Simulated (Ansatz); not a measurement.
## ClGeH5NSb, SMILES [NH2][GeH]([Cl])[SbH2]: an atomisation energy, step by step

Computed with the Python package of Ansatz (0.2.0).

Run as a notebook:

```python
from collections import Counter

import ansatz as az
```

```python
BASIS = "def2-TZVP"
FUNCTIONAL = "r2scan0"


def single_point(molecule, charge=0, unpaired=0):
    calc = molecule.calculation().basis(gaussian=BASIS).functional(FUNCTIONAL)
    if charge:
        calc = calc.charge(charge)
    if unpaired:
        calc = calc.spin("collinear", total=unpaired)
    report = calc.run(threads=1, backend="cpu").report
    if report["published_state_doubts"]:
        print("  doubts:", report["published_state_doubts"])
    return report["free_energy_ev"]
```

```python
GEOMETRY = """
N    -0.64290    1.24120    0.35410
Ge    0.61900   -0.02140    0.55520
Cl    0.56210   -0.74150    2.58220
Sb    0.22300   -1.97710   -1.07280
H    -0.41630    2.08230    0.93350
H    -0.62420    1.63560   -0.64630
H     2.03920    0.59310    0.24380
H    -1.51070   -2.00090   -0.61290
H    -0.16080   -0.85740   -2.35400
"""
```

```python
molecule = az.Crystal.molecule()
for line in GEOMETRY.strip().splitlines():
    symbol, *xyz = line.split()
    molecule = molecule.atom(symbol, [float(v) for v in xyz])
```

```python
# Hund ground states
unpaired = {"N": 3, "Ge": 2, "Cl": 1, "Sb": 3, "H": 1}
counts = Counter(site.symbol for site in molecule.cartesian_sites)
atom_energy = {s: single_point(az.Crystal.molecule().atom(s, (0, 0, 0)), 0, unpaired[s]) for s in counts}
whole = single_point(molecule, 0, 0)
for s, e in atom_energy.items():
    print(f"{s:2s} x{counts[s]}  {e:14.5f} eV")
print(f"ClGeH5NSb: {whole:.5f} eV")
split = sum(counts[s] * e for s, e in atom_energy.items()) - whole
print(f"atomisation energy (no zero-point term): {split:.3f} eV, {split / sum(counts.values()):.3f} eV an atom")
```

    N  x1     -1485.23672 eV
    Ge x1    -56514.98414 eV
    Cl x1    -12520.40289 eV
    Sb x1     -6538.45587 eV
    H  x5       -13.60215 eV
    ClGeH5NSb: -77151.56566 eV
    atomisation energy (no zero-point term): 24.475 eV, 2.719 eV an atom

24.475 eV from the electronic energies, without the zero-point term.

Total energies depend on the basis set; only differences at equal settings carry meaning. The geometry is a force-field or estimated start, not a minimum of this method, and the basis set is short of its limit. All parts are taken at fixed geometry, without zero-point energy. def2 sets replace the cores of elements past krypton by effective core potentials. The spin-orbit lowering of heavy atoms is left out. The whole script took 28 s on 1 thread of Arm Neoverse V1, with other jobs on the host, peak memory 0.57 GiB.
